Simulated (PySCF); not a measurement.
# C6H5BO2: the cost of one run

Computed with PySCF 2.14.0, with density-fitted response routines of our own, on a single molecule, in the gas phase or a continuum. Atoms count from 0, in the outputs and in this text.

**1. Starting geometry**

14 atoms, charge 0, multiplicity 1; geometry from: GFN2-xTB. The atoms were then displaced at random by about 0.01 Å, so the start is not that level's minimum.

Bonds of the start (Å): B0–O1 1.37, O1–C2 1.37, C2–C3 1.33, C3–C4 1.41, C4–C5 1.40, C5–C6 1.39, C6–C7 1.38, C7–O8 1.34, O8–B0 1.41, C7–C2 1.41, B0–H9 1.14, C3–H10 1.08, C4–H11 1.07, C5–H12 1.10, C6–H13 1.08.

**2. Relaxing the molecule at PBE0-D3(BJ)/def2-TZVP**

What the job is given:

```
{"job": {"xc": "PBE0", "basis": "def2-TZVP", "d3": "d3bj", "grid": 2, "shake": 0.01, "kind": "geom"}, "charge": 0, "multiplicity": 1}
B      2.660680     0.114040    -0.053820
O      1.921550    -1.037420    -0.071980
C      0.597300    -0.671100    -0.041170
C     -0.486390    -1.449420    -0.027150
C     -1.738970    -0.793690     0.010050
C     -1.812550     0.604380     0.051650
C     -0.658610     1.386930     0.044220
C      0.559730     0.735560    -0.003550
O      1.806870     1.235780     0.004820
H      3.794130     0.198160    -0.070260
H     -0.467180    -2.530320    -0.041780
H     -2.642750    -1.362550     0.037080
H     -2.804500     1.086580     0.078870
H     -0.736470     2.468000     0.075250
```

Launch:

```bash
OMP_NUM_THREADS=2 python probes_run.py task.json out
```

One launch serves the whole session: the jobs run in the order shown.

Q: Estimate the wall time and peak memory of this first job on 2 threads of Intel Xeon at 2.50GHz, shared host.

About 12 min, with a peak of 1.9 GiB.
